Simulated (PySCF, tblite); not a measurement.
**C₃H₉FSSi: geometry, infrared bands and NMR shifts**

Wanted: the infrared bands and NMR shifts of C₃H₉FSSi (`CS[C@@H](C)[SiH2]F`), by calculation.

Programs: tblite 0.8.0 and PySCF 2.14.0, with density-fitted response routines of our own. Each step states its level of theory. These are calculated values for one molecule in the gas phase, unless marked as measured. Atoms are numbered from 0 throughout.

### 1 The starting structure

15 atoms, charge 0, multiplicity 1; geometry from: force field or distance geometry start.

Bonds of the start (Å): C0–S1 1.80, S1–C2 1.86, C2–C3 1.52, C2–Si4 1.88, Si4–F5 1.60, C0–H6 1.09, C0–H7 1.10, C0–H8 1.10, C2–H9 1.10, C3–H10 1.11, C3–H11 1.10, C3–H12 1.08, Si4–H13 1.49, Si4–H14 1.49.

### 2 Relaxing the molecule with GFN2-xTB

What the job is given:

```
{"job": {"kind": "relax", "xc": "GFN2-xTB", "basis": "xTB"}, "charge": 0, "multiplicity": 1}
C     -2.301700     0.413700    -0.670900
S     -0.635700     1.020500    -0.995100
C      0.296900     0.065800     0.306300
C      0.382200    -1.400100    -0.088400
Si     1.958100     0.914000     0.545300
F      2.726100     0.136000     1.710400
H     -2.401500    -0.636200    -0.938100
H     -3.005100     0.989200    -1.283500
H     -2.574300     0.559100     0.380400
H     -0.263000     0.163700     1.251900
H      0.948200    -1.969700     0.670800
H     -0.609100    -1.877500    -0.139300
H      0.883600    -1.551800    -1.032000
H      1.803900     2.334100     0.951700
H      2.787100     0.847300    -0.691400
```

The run is started by

```console
$ OMP_NUM_THREADS=1 python probes_run.py task.json out
```

The driver reads the jobs from task.json and runs them one after another.

**Question.** This job is followed by: GFN2-xTB harmonic vibrations, gas phase; GIAO PBE0/pcSseg-1 NMR shielding, non-relativistic, gas phase. Predict these results of the whole session: strongest single infrared mode (GFN2-xTB); zero-point energy (GFN2-xTB); 13C shifts against TMS (PBE0/pcSseg-1); 1H shifts against TMS (PBE0/pcSseg-1, means over atoms taken as alike); 33S shifts against CS2 (PBE0/pcSseg-1); 29Si shifts against TMS (PBE0/pcSseg-1); 19F shifts against CFCl3 (PBE0/pcSseg-1).

**Answer**, as computed:

| quantity | value |
| --- | --- |
| strongest single infrared mode (GFN2-xTB) | 2356 cm⁻¹, 331 km/mol |
| zero-point energy (GFN2-xTB) | 69.9 kcal/mol |
| 13C shifts against TMS (PBE0/pcSseg-1) | 35.4, 20.8, 17.7 ppm |
| 1H shifts against TMS (PBE0/pcSseg-1, means over atoms taken as alike) | 5.09, 4.80, 2.19, 2.09, 1.57 ppm |
| 33S shifts against CS2 (PBE0/pcSseg-1) | -41 ppm |
| 29Si shifts against TMS (PBE0/pcSseg-1) | 2.7 ppm |
| 19F shifts against CFCl3 (PBE0/pcSseg-1) | -225.8 ppm |

Over 31 steps the energy fell by 0.094 eV; of the close pairs, Si4–H14 changed most, 1.490 to 1.452 Å. All 39 modes are real, so the xTB geometry is a minimum. The strongest single mode, at 2356 cm⁻¹, moves mainly H14. Unscaled tight-binding wavenumbers are off by several per cent, some by more. Its intensities can rank the bands wrongly. At PBE0/pcSseg-1: The widest tensor belongs to S1: span 300 ppm, with a paramagnetic part of -513 ppm.
